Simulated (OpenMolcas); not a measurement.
# One shape, several levels: CHFGaN (SMILES N#[C][GaH][F])

Aim: a comparison of 6 runs (HF/STO-3G, HF/3-21G, B2PLYP/cc-pVDZ, PBE0/cc-pVDZ, revPBE/cc-pVDZ, MP2/cc-pVDZ) of CHFGaN. 

The results are computed with OpenMolcas 26.06.

1 further run of the same task is left out (set aside as unsound or not needed).

### 1 Starting point

The species is CHFGaN (5 atoms), meant as a singlet with charge 0. SMILES: `N#[C][GaH][F]`. One bond was lengthened or shortened from a relaxed shape.

Bond lengths: N1–C2 1.152 Å, C2–Ga3 1.931 Å, Ga3–F4 1.741 Å, Ga3–H5 1.770 Å. Angles: N1–C2–Ga3 177.5°, C2–Ga3–F4 112.3°, C2–Ga3–H5 127.5°, F4–Ga3–H5 120.2°.

### 2 A single-point energy at HF/STO-3G (run 1)

struct.xyz

```xyz
5

N      1.148155    -1.876790     1.293019
C      0.575155    -1.084290     0.683319
Ga    -0.325545     0.299410    -0.318481
F     -1.790545    -0.273090    -1.065581
H      0.179200     1.982700    -0.525600
```

mol.inp

```
* CHFGaN Hartree-Fock

&GATEWAY
 BasLib = $CurrDir
 Coord = struct.xyz
 Basis = STO-3G
 Group = NoSym

&SEWARD

&SCF
 Thresholds = 1e-10 1e-07 1e-07 1e-05
 PrOrbitals = 1
```

The basis set STO-3G is read from a file made from the Basis Set Exchange's data (not shown).

Command:

```
$ export MOLCAS_MEM=1860
$ pymolcas mol.inp > mol.log
```

What it wrote:

```text
--- Start Module: gateway ---
[...]
--- Stop Module: gateway /rc=_RC_ALL_IS_WELL_ ---
--- Start Module: seward ---
[...]
      Basis functions           34
--- Stop Module: seward /rc=_RC_ALL_IS_WELL_ ---
--- Start Module: scf ---
[...]
       Convergence after  18 Iterations
[...]
::    Total SCF energy                              -2090.6112377505
[...]
      Total spin, S                                     0.0000000000
[...]
      Total electronic charge=   54.000000
      Total            charge=   -0.000000
[...]
      Dipole Moment (debye):
      Origin of the operator (angstrom)=   -0.2897   -0.1901   -0.1429
                   X= -7.8651E-01               Y=  2.6847E+00               Z= -1.3360E+00           Total=  3.1001E+00
      Quadrupole Moment (debye*angstrom):
[...]
--- Stop Module: scf /rc=_RC_ALL_IS_WELL_ ---
[...]
```

It took 1.9 s on 1 thread of Intel Xeon Platinum 8375C at 2.90GHz (Ice Lake), shared host; peak memory 0.37 GiB.

### 3 A single-point energy at HF/3-21G (run 2)

calc.input

```
&GATEWAY
BasLib=$CurrDir
Coord
5
angstrom
N        1.148155      -1.876790       1.293019
C        0.575155      -1.084290       0.683319
Ga      -0.325545       0.299410      -0.318481
F       -1.790545      -0.273090      -1.065581
H        0.179200       1.982700      -0.525600
Basis=3-21G
Group=NoSym
&SEWARD
&SCF
Thresholds=1e-10 1e-07 1e-07 1e-05
PrOrbitals=1 1
```

The basis set 3-21G is read from a file made from the Basis Set Exchange's data (not shown).

Command:

```
$ export MOLCAS_MEM=1860
$ pymolcas calc.input > calc.log
```

What it wrote:

```text
--- Start Module: gateway ---
[...]
--- Stop Module: gateway /rc=_RC_ALL_IS_WELL_ ---
--- Start Module: seward ---
[...]
      Basis functions           51
--- Stop Module: seward /rc=_RC_ALL_IS_WELL_ ---
--- Start Module: scf ---
[...]
       Convergence after  16 Iterations
[...]
::    Total SCF energy                              -2105.1784307044
[...]
      Total spin, S                                     0.0000000000
[...]
      Total electronic charge=   54.000000
      Total            charge=   -0.000000
[...]
      Dipole Moment (debye):
      Origin of the operator (angstrom)=   -0.2897   -0.1901   -0.1429
                   X=  3.3300E-01               Y=  2.7970E+00               Z= -6.6339E-01           Total=  2.8938E+00
      Quadrupole Moment (debye*angstrom):
[...]
--- Stop Module: scf /rc=_RC_ALL_IS_WELL_ ---
[...]
```

Wall time 2.3 s (1 thread of Intel Xeon Platinum 8375C at 2.90GHz (Ice Lake), shared host); peak memory 0.38 GiB.

### 4 A single-point energy at B2PLYP/cc-pVDZ (run 3)

mol.input

```
&gateway
  baslib=$CurrDir
  coord
  5
  angstrom
  N        1.148155      -1.876790       1.293019
  C        0.575155      -1.084290       0.683319
  Ga      -0.325545       0.299410      -0.318481
  F       -1.790545      -0.273090      -1.065581
  H        0.179200       1.982700      -0.525600
  basis=cc-pVDZ
  group=NoSym

&seward
  gridinput
  Grid=UltraFine
  End of Grid

&scf
  ksdft=B2PLYP_SCF
  thresholds=1e-10 1e-07 1e-07 1e-05
  prorbitals=1 2

&mbpt2
  frozen=12
```

The basis set cc-pVDZ is read from a file made from the Basis Set Exchange's data (not shown).

Command:

```
$ export MOLCAS_MEM=1860
$ pymolcas mol.input > mol.log
```

What it wrote:

```text
--- Start Module: gateway ---
[...]
--- Stop Module: gateway /rc=_RC_ALL_IS_WELL_ ---
[...]
      Basis functions           74
[...]
--- Start Module: scf ---
[...]
       Convergence after  14 Iterations
[...]
::    Total KS-DFT energy                           -2117.3937479511
[...]
      Total spin, S                                     0.0000000000
[...]
      Total electronic charge=   54.000000
      Total            charge=   -0.000000
[...]
      Dipole Moment (debye):
      Origin of the operator (angstrom)=   -0.2897   -0.1901   -0.1429
                   X=  2.6495E-01               Y=  2.8570E+00               Z= -7.2515E-01           Total=  2.9595E+00
      Quadrupole Moment (debye*angstrom):
[...]
--- Stop Module: scf /rc=_RC_ALL_IS_WELL_ ---
[...]
--- Start Module: mbpt2 ---
[...]
 ###    WARNING: MP2 implementation intended for RHF references only         ###
 ###############################################################################
MBPT2 WARNING: Reference function according to RunFile:KS-DFT
I'll assume you know what you're doing and continue
WARNING!
Default frozen orbitals as non valence orbitals is overwritten by user input.
Default values:  17
[...]
       Reference weight ( Cref**2 )         =        0.76499
::    Total MBPT2 energy                            -2118.0762373497
[...]
      Total MBPT2 calculations                           0.19      0.21
--- Stop Module: mbpt2 /rc=_RC_ALL_IS_WELL_ ---
[...]
```

Wall time 13 s (1 thread of Intel Xeon Platinum 8375C at 2.90GHz (Ice Lake), shared host); peak memory 0.43 GiB.

Runs 4 to 5 aren't shown in full; the table further down has their settings and results.

### 5 A single-point energy at MP2/cc-pVDZ (run 6)

calc.inp

```
>>> EXPORT MOLCAS_PRINT=2

&GATEWAY
 BasLib=$CurrDir
 Coord
 5
 angstrom
 N        1.148155      -1.876790       1.293019
 C        0.575155      -1.084290       0.683319
 Ga      -0.325545       0.299410      -0.318481
 F       -1.790545      -0.273090      -1.065581
 H        0.179200       1.982700      -0.525600
 Basis=cc-pVDZ
 Group=NoSym

&SEWARD

&SCF
 Thresholds=1e-10 1e-07 1e-07 1e-05
 PrOrbitals=0

&MBPT2
 Frozen=12
```

The basis set cc-pVDZ is read from a file made from the Basis Set Exchange's data (not shown).

Command:

```
$ export MOLCAS_MEM=1860
$ pymolcas calc.inp > calc.log
```

What it wrote:

```text
--- Start Module: gateway ---
[...]
--- Stop Module: gateway /rc=_RC_ALL_IS_WELL_ ---
[...]
      Basis functions           74
[...]
--- Start Module: scf ---
[...]
       Convergence after  15 Iterations
[...]
::    Total SCF energy                              -2115.5905854539
[...]
      Total spin, S                                     0.0000000000
[...]
      Total electronic charge=   54.000000
      Total            charge=   -0.000000
[...]
      Dipole Moment (debye):
      Origin of the operator (angstrom)=   -0.2897   -0.1901   -0.1429
                   X=  3.6123E-01               Y=  2.9837E+00               Z= -7.0388E-01           Total=  3.0869E+00
      Quadrupole Moment (debye*angstrom):
[...]
--- Stop Module: scf /rc=_RC_ALL_IS_WELL_ ---
[...]
--- Start Module: mbpt2 ---
[...]
WARNING!
Default frozen orbitals as non valence orbitals is overwritten by user input.
Default values:  17
[...]
       Reference weight ( Cref**2 )         =        0.84564
::    Total MBPT2 energy                            -2116.1344617441
[...]
      Total MBPT2 calculations                           0.18      0.21
--- Stop Module: mbpt2 /rc=_RC_ALL_IS_WELL_ ---
[...]
```

Run time: 4.8 s. Hardware: 1 thread of Intel Xeon Platinum 8375C at 2.90GHz (Ice Lake), shared host; peak memory 0.43 GiB.

### 6 The series

```csv
run,level,frozen core orbitals,integration grid,energy (Eh),dipole moment (D) of the reference,HOMO energy (eV),LUMO energy (eV),wall time
1,HF/STO-3G,–,–,-2090.611238,3.10,-8.42,3.95,1.9 s
2,HF/3-21G,–,–,-2105.178431,2.89,-12.83,0.57,2.3 s
3,B2PLYP/cc-pVDZ,12,UltraFine,-2117.578020,2.96,-11.01,-1.42,13 s
4,PBE0/cc-pVDZ,–,UltraFine,-2117.679565,2.85,-9.76,-2.46,15 s
5,revPBE/cc-pVDZ,–,UltraFine,-2117.941634,2.63,-8.15,-3.13,16 s
6,MP2/cc-pVDZ,12,–,-2116.134462,3.09,-13.04,0.39,4.8 s
```

### 7 Summary of results

```
                                           quantity           value
                                run 6: total energy  -2116.13446 Eh
          run 6: dipole moment (mean-field density)          3.09 D
         run 6: HOMO energy (Hartree–Fock orbitals)       -13.04 eV
         run 6: LUMO energy (Hartree–Fock orbitals)         0.39 eV
       run 6: HOMO–LUMO gap (Hartree–Fock orbitals)        13.43 eV
run 6: correlation energy (12 core orbitals frozen)      -543.9 mEh
```

In words: Over runs 1, 2, 3, 4, 5 the dipole moment (its size) runs from 2.63 D (revPBE/cc-pVDZ) to 3.10 D (HF/STO-3G). The two ends differ in method and basis. Over runs 1, 2, 3, 4, 5 the HOMO–LUMO gap runs from 5.02 eV (revPBE/cc-pVDZ) to 13.40 eV (HF/3-21G). For B2PLYP the log adds the whole second-order term; the table takes 0.27 of it, as the functional is defined. Totals of different functionals can't be ranked against each other. In run 1 the basis is minimal, so the values are rough. All runs together took 54 s, the longest 16 s.
